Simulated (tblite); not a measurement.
# C2H8O9Si6: the cost of one run

Programs: tblite 0.8.0 and PySCF 2.14.0. All values are calculated, for the isolated system unless a continuum is named. Atoms count from 0, parts from 1.

## 1. Starting point

25 atoms, charge 0, multiplicity 1; geometry: distance geometry start.

## 2. Geometry optimisation with GFN2-xTB

The job: settings as JSON, then the geometry in Å.

```
{"job": {"kind": "relax", "xc": "GFN2-xTB", "basis": "xTB"}, "charge": 0, "multiplicity": 1}
Si     0.296945    -0.125854    -0.089610
C     -0.082030     0.929895     1.373941
C     -0.818225     0.282031     2.464581
O      1.520355    -1.308656     0.348900
Si     2.901350    -1.817403    -0.627102
O      3.235015    -0.647015    -1.932421
Si     2.135049     0.594931    -2.571750
O      0.818632     0.908274    -1.415696
O      1.479023     0.060303    -4.096658
Si     0.481612    -1.387445    -4.357654
O      1.409719    -2.814131    -3.912992
Si     1.267026    -3.780464    -2.443886
O      2.588993    -3.397669    -1.334174
O     -0.288571    -3.477901    -1.649408
Si    -1.371954    -2.117102    -1.890423
O     -1.206732    -0.973501    -0.533936
O     -0.988665    -1.263493    -3.415289
H     -0.326028     1.916851     1.184996
H     -0.862036    -0.751415     2.457017
H     -0.672162     0.701110     3.406227
H      4.058440    -1.900347     0.204798
H      2.846327     1.793202    -2.743039
H      0.157008    -1.456979    -5.761115
H      1.350272    -5.169344    -2.783224
H     -2.710703    -2.583579    -1.944128
```

Method: GFN2-xTB geometry optimisation, gas phase.

Launch:

```
> OMP_NUM_THREADS=1 python cluster_run.py task.json out
```

One launch serves the whole session: the jobs run in the order shown.

**Question.** How long does this first job take on 1 thread of AMD EPYC 9R45, shared host?

About 12 s.
